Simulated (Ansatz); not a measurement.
# Al (diamond type): how the settings move a single-point run

Aim: see which settings change the result for Al (diamond type), by how much, and at what cost.

Computed with Ansatz 0.2.0 (reference: DFT, PBEsol, PAW with Ansatz's default frozen-core files, scalar-relativistic, unless a step's input says otherwise).

## 1. The starting structure

Symmetry: R-3m, No. 166, trigonal system. Conventional cell: a = 3.877 Å, b = 3.877 Å, c = 9.497 Å, α = 90.00°, β = 90.00°, γ = 120.00°. Al (site symmetry 3m) is surrounded by 1 Al at 1.80 Å.

Coordinates:

```cif
data_structure
_symmetry_space_group_name_H-M 'R-3m:H'
_symmetry_Int_Tables_number 166
_cell_length_a 3.8771
_cell_length_b 3.8771
_cell_length_c 9.4969
_cell_angle_alpha 90.000
_cell_angle_beta 90.000
_cell_angle_gamma 120.000
_cell_volume 123.63
loop_
_atom_site_label
_atom_site_type_symbol
_atom_site_symmetry_multiplicity
_atom_site_Wyckoff_symbol
_atom_site_fract_x
_atom_site_fract_y
_atom_site_fract_z
_atom_site_occupancy
Al1 Al 6 c 0.00000 0.00000 0.59500 1
```

## 2. The reference run

Input file input.yaml:

```yaml
crystal:
  lattice:
    - [0.0, 2.7415165562, 2.7415165562]
    - [2.7415165562, 0.0, 2.7415165562]
    - [2.7415165562, 2.7415165562, 0.0]
  atoms:
    - { symbol: Al, position: [-0.215, -0.095, -0.095] }
    - { symbol: Al, position: [0.215, 0.095, 0.095] }
kpoints:
  mp_grid: { grid: [10, 10, 10] }
scf:
  occupations: { method: fermi_dirac, width: 0.05 }
hamiltonian:
  xc: pbesol
  pseudopotentials: { kind: paw }
output:
  forces: true
  stress: true
  eigenvalues: true
  populations: true
```

Launch:

```
$ ansatz run input.yaml --threads 1 --pin off --max-ram 2048MiB --backend cpu --events-out ev --progress --plain --runs-dir out
```

## 3. Variant: lower_state_search off

input.yaml, as its differences from that of step 2:

```diff
@@ -12,2 +12,3 @@
   occupations: { method: fermi_dirac, width: 0.05 }
+  lower_state_search: "off"
 hamiltonian:
```

**Question.** What will these runs give? Wanted: for each run, ending; energy change; pressure; gap; force.

As calculated:

| run | ending | energy change | pressure (GPa) | gap (eV) | force (eV/Å) | cycles | time |
| --- | --- | --- | --- | --- | --- | --- | --- |
| reference | converged | 0 | 35.2 | 0.00 | 14.76 | 6 | 2.8 s |
| 1: lower_state_search off | converged | 0.0 meV/atom | 35.2 | 0.00 | 14.76 | 6 | 2.8 s |

Residual by cycle in the longest SCF loop of each run; runs are numbered as in the table. The quantity is the density residual dr2, in eV.

| cycle | reference | run 1 |
| --- | --- | --- |
| 1 | 0.018 | 0.018 |
| 2 | 3.3e-4 | 3.3e-4 |
| 3 | 5.5e-5 | 5.5e-5 |
| 4 | 5.9e-7 | 5.9e-7 |
| 5 | 1.8e-9 | 1.8e-9 |
| 6 | 1.3e-10 | 1.3e-10 |

**Reading.** The changed input (search for lower states) leaves the energy the same to the digits printed. The structure is not at rest: the sound run finds 35 GPa, so these are no properties of the relaxed crystal. 
